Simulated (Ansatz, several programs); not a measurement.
BaCaS2, ordered on the rocksalt lattice (R-3m) with 4 atoms a cell, relaxed with r2SCAN in Ansatz (plane waves, PAW): it is trigonal, R-3m (No. 166); a = 4.275 Å, c = 21.125 Å in the conventional setting, 27.86 Å³ an atom. Ca is surrounded by 6 S at 2.92 Å; Ba is surrounded by 6 S at 3.15 Å; S is surrounded by 3 Ca at 2.92 Å and 3 Ba at 3.15 Å. The cell was then scaled with its shape and fractional coordinates held, which makes it stiffer than a relaxed compression. No spin polarisation and no zero-point or thermal motion; the cell was built from a prototype and may be hypothetical.

```tsv
V (Å³/atom)	E (meV/atom)
26.188	18.12
27.024	4.29
27.859	0.00
29.531	14.64
```

Task: Pass a cubic E = c₀ + c₁u + c₂u² + c₃u³, with u = V − 27.651 Å³, through these points.

Result: c₀ = 0.25, c₁ = -2.463, c₂ = 6.103, c₃ = -0.3839 (meV and Å³).

Task: Where is the minimum, and what bulk modulus follows?

Result: dE/du = 0 at u = +0.206, so V₀ = 27.86 Å³. B = V₀ d²E/dV² = 27.86 × (2c₂ + 6c₃u) = 27.86 × 11.732 = 327 meV/Å³, and 1 meV/Å³ is 0.16022 GPa: 52 GPa. A third-order Birch-Murnaghan fit to all five points gives 27.86 Å³ and 52 GPa.

Task: Predict the energy and the pressure at the withheld volume, 28.695 Å³.

Result: With u = +1.044: E ≈ 3.89 meV and P = −dE/dV ≈ -1.45 GPa. The run gives 3.85 meV and, from its stress, -1.44 GPa.
